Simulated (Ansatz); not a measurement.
**CH₅In: vertical ionisation energy**

One table from this session's results is given with a row withheld; the runs are named, their logs left out.

Computed with Ansatz 0.2.0, Gaussian basis. Level: unrestricted cation, the program's frozen cores in correlated methods.

The runs, in order: UKS PBE-D4/def2-TZVPP; UKS r2SCAN-D4/def2-TZVPP; UKS PBE0-D4/def2-TZVPP; UKS B3LYP-D4/def2-TZVPP; UKS wB97X-V/def2-TZVPP; UKS wB97M-V/def2-TZVPP; UKS B2PLYP/def2-TZVPP; UHF-MP2/def2-TZVPP; UHF-MP2/def2-QZVPP; then −ε(HOMO) from the neutral's earlier runs with LDA (SPW92), PBE-D4, revPBE-D4, BLYP-D4, r2SCAN-D4, B97M-V, PBE0-D4, B3LYP-D4, r2SCANh-D4, r2SCAN0-D4, HSE06-D4, BHLYP-D4, CAM-B3LYP-D4, LC-ωPBE, ωB97X-V, ωB97M-V.

1 further run of the same task is left out (it didn't finish).

## The relaxed structure

All runs share one geometry, relaxed beforehand with PBE0-D4 in a triple-zeta def2 set. In takes the def2 core potential; no spin-orbit term is included.

SMILES `[CH3][InH2]`, 7 atoms, charge 0, spin multiplicity 1.

Atoms are counted from 1 here; the program's logs count them from 0.

Bond lengths: C1–In2 2.153 Å, C1–H3 1.090 Å, C1–H4 1.093 Å, C1–H5 1.091 Å, In2–H6 1.730 Å, In2–H7 1.731 Å. Angles: In2–C1–H3 111.6°, In2–C1–H4 109.1°, In2–C1–H5 110.7°, H3–C1–H4 108.3°, H3–C1–H5 109.4°, H4–C1–H5 107.6°, C1–In2–H6 120.8°, C1–In2–H7 120.0°, H6–In2–H7 119.3°.

The first run:

Input file in.yaml:

```yaml
crystal:
  periodic: [false, false, false]
  atoms:
    - {symbol: C, position_ang: [-0.528509, -0.700605, -0.498646]}
    - {symbol: In, position_ang: [0.594323, 0.783777, 0.583979]}
    - {symbol: H, position_ang: [-1.415557, -1.012395, 0.052481]}
    - {symbol: H, position_ang: [-0.848333, -0.279993, -1.455857]}
    - {symbol: H, position_ang: [0.091188, -1.573000, -0.711992]}
    - {symbol: H, position_ang: [-0.133531, 1.676965, 1.874912]}
    - {symbol: H, position_ang: [2.240419, 1.105250, 0.155123]}
basis:
  gaussian: {orbitals: def2-TZVPP}
total_charge: 1
magnetization: {spin_polarized: true, initial_magnetization: 1}
hamiltonian: {xc: pbe, dispersion: d4}
```

Among the steps run: Cation, UKS PBE-D4/def2-TZVPP; Cation, UKS r2SCAN-D4/def2-TZVPP; Cation, UKS PBE0-D4/def2-TZVPP; Cation, UKS B3LYP-D4/def2-TZVPP; Cation, UKS wB97X-V/def2-TZVPP; Cation, UKS wB97M-V/def2-TZVPP; Cation, UKS B2PLYP (frozen core)/def2-TZVPP; Cation, UHF-MP2/def2-TZVPP; Cation, UHF-MP2/def2-QZVPP.

One of the session's tables, all rows but one given; the rest of the session is left out.

It belongs to the step «Ionisation energies side by side». For comparison, −ε(HOMO) of the neutral from earlier runs:

| functional | −ε(HOMO) (eV) |
| --- | --- |
| LDA (SPW92) | 6.58 |
| PBE-D4 | 6.42 |
| revPBE-D4 | 6.36 |
| BLYP-D4 | 6.29 |
| r2SCAN-D4 | 6.65 |
| B97M-V | 6.70 |
| PBE0-D4 | 7.56 |
| B3LYP-D4 | 7.36 |
| r2SCANh-D4 | 7.08 |
| r2SCAN0-D4 | 7.72 |
| HSE06-D4 | 7.16 |
| BHLYP-D4 | 8.60 |
| CAM-B3LYP-D4 | 8.89 |
| LC-ωPBE | ? |
| ωB97X-V | 9.87 |
| ωB97M-V | 9.74 |

Q: Estimate the row for LC-ωPBE from the others.

The run gave: −ε(HOMO) (eV): 10.24. In the column «−ε(HOMO) (eV)» it is the highest.

Limits of these values: The cation may have settled in a state other than its lowest; no search over hole states beyond the program's own was made.
